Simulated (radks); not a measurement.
**As³⁻ held by a Watson sphere**

Aim: the size and levels of As³⁻ inside a shell of charge +3 and radius R, which stands for the Madelung well of a crystal, for several R.

The numbers are computed with radks (a radial shooting solver on a logarithmic mesh, Libxc functionals) version 1 (scalar-relativistic Kohn-Sham, r2SCAN, spin-polarised, spherical densities, finite nucleus), except any that are marked as measured or tabulated.

## Step 1: The atom as given

```
element            : arsenic (Z = 33)
charge             : -3
electrons          : 36
configuration      : [Kr]
nuclear rms radius : 4.0968 fm
```

Outer shells as boxes (Hund's rule):

As³⁻
```
[Ar] core
3d [↑↓][↑↓][↑↓][↑↓][↑↓]
4s [↑↓]
4p [↑↓][↑↓][↑↓]
```

## Step 2: R = 2.26 bohr

Settings of this run:

```text
Z 33
configuration [Kr]
relativity scalar-relativistic
functional r2scan,r2scan
spin polarised
nucleus finite rms 4.0968 fm
c 137.035999084
watson charge 3 radius 2.26 bohr
```

## Step 3: R = 3.47 bohr

Changes since step 2:

```diff
@@ -7,2 +7,2 @@
 c 137.035999084
-watson charge 3 radius 2.26 bohr
+watson charge 3 radius 3.47 bohr
```

## Step 4: R = 3.88 bohr

Changes since step 3:

```diff
@@ -7,2 +7,2 @@
 c 137.035999084
-watson charge 3 radius 3.47 bohr
+watson charge 3 radius 3.88 bohr
```

## Step 5: R = 4.04 bohr

Changes since step 4:

```diff
@@ -7,2 +7,2 @@
 c 137.035999084
-watson charge 3 radius 3.88 bohr
+watson charge 3 radius 4.04 bohr
```

## Step 6: R = 4.59 bohr

Changes since step 5:

```diff
@@ -7,2 +7,2 @@
 c 137.035999084
-watson charge 3 radius 4.04 bohr
+watson charge 3 radius 4.59 bohr
```

## Step 7: R = 5 bohr

Changes since step 6:

```diff
@@ -7,2 +7,2 @@
 c 137.035999084
-watson charge 3 radius 4.59 bohr
+watson charge 3 radius 5 bohr
```

## Step 8: R = 5.16 bohr

Changes since step 7:

```diff
@@ -7,2 +7,2 @@
 c 137.035999084
-watson charge 3 radius 5 bohr
+watson charge 3 radius 5.16 bohr
```

## Step 9: R = 5.27 bohr

Changes since step 8:

```diff
@@ -7,2 +7,2 @@
 c 137.035999084
-watson charge 3 radius 5.16 bohr
+watson charge 3 radius 5.27 bohr
```

Q: Predict the outcome of this session. Wanted: for each run, R; highest level; its <r>; sum of <r²>.

As calculated:

```csv
R (bohr),highest level (eV),its <r> (bohr),sum of <r²> (bohr²)
2.26,-7.861,2.430,59.71
3.47,-5.502,2.913,80.13
3.88,-4.845,3.069,87.54
4.04,-4.614,3.129,90.52
4.59,-3.919,3.330,101.2
5,-3.494,3.476,109.6
5.16,-3.346,3.533,113.0
5.27,-3.250,3.571,115.4
```

**Reading.** From R = 2.26 to 5.27 bohr the top level moves from -7.861 to -3.250 eV and its mean radius from 2.43 to 3.57 bohr. A wider sphere makes a shallower well, so the ion swells.
